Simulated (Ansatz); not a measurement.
Crystal: BiS.

```xyz
2
Lattice="4.0029 0.0000 0.0000 0.0000 4.0029 0.0000 0.0000 0.0000 4.0029" Properties=species:S:1:pos:R:3 pbc="T T T"
Bi    2.0015    2.0015    2.0015
S     0.0000    0.0000    0.0000
```

The cell was built by a generator and needn't be a form met in nature.

Base run:

| Quantity | Value |
| --- | --- |
| Program | Ansatz 0.2.0 |
| Functional | PBEsol |
| Potentials or basis | all-electron LAPW, scalar-relativistic |
| Cutoff | 125 eV |
| Density cutoff | 498 eV |
| Basis error allowed | 0.001 eV/atom |
| k mesh | 5 × 5 × 5 |
| Occupations | fermi-dirac, width 0.05 eV |
| Spin | no spin polarisation |

Its results: pressure -12.8 GPa.

Question: The run is repeated on the same cell with these changes: potentials or basis from all-electron LAPW, scalar-relativistic to all-electron LAPW, relativistic spinors; spin from no spin polarisation to spin-orbit coupling, no magnetisation. What comes out?

Answer: Pressure -11.0 GPa.

Caveats: the k mesh is thin for a metal, which can move the energy by tens of meV per atom.

Not every run made on this cell is shown here.
